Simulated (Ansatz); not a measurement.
# BrH2: the cost of one run

The runs use Ansatz 0.2.0, Gaussian basis; the settings change from run to run.

## Step 1: What is computed

The geometry derives from fragments relaxed apart (PBE0/def2-TZVP) and kept rigid, so it is no stationary point. A hydrogen atom is moved between rigid fragments. No spin-orbit coupling is included. The filled d shell of Br may be among the frozen orbitals whatever the setting's name suggests; the logs give the count.

3 atoms, charge 0, spin multiplicity 2.

Atoms are counted from 1 here; the program's logs count them from 0.

Bond lengths: Br1–H2 1.512 Å.

## Step 2: CISD/cc-pVTZ

File in.yaml:

```yaml
crystal:
  periodic: [false, false, false]
  atoms:
    - {symbol: Br, position_ang: [0.000000, 0.000000, -1.438333]}
    - {symbol: H, position_ang: [0.000000, 0.000000, 0.073667]}
    - {symbol: H, position_ang: [0.000000, 0.000000, 1.364667]}
basis:
  gaussian: {orbitals: cc-pVTZ}
magnetization: {spin_polarized: false, initial_magnetization: 1}
correlation: {active_space: {ras: {orbitals: [4, 1, 52], electrons: 9, max_holes: 2, max_particles: 2}, fixed_orbitals: true}}
scf: {lower_state_search: off}
output: {forces: true}
```

The run is started by

```console
ansatz run in.yaml --threads 1 --pin off --events-out ev --progress --plain --max-ram 2393MiB
```

Q: Estimate wall time and peak memory on 1 thread of Arm Neoverse V1, shared host.

About 7.5 s, with a peak of 0.43 GiB.
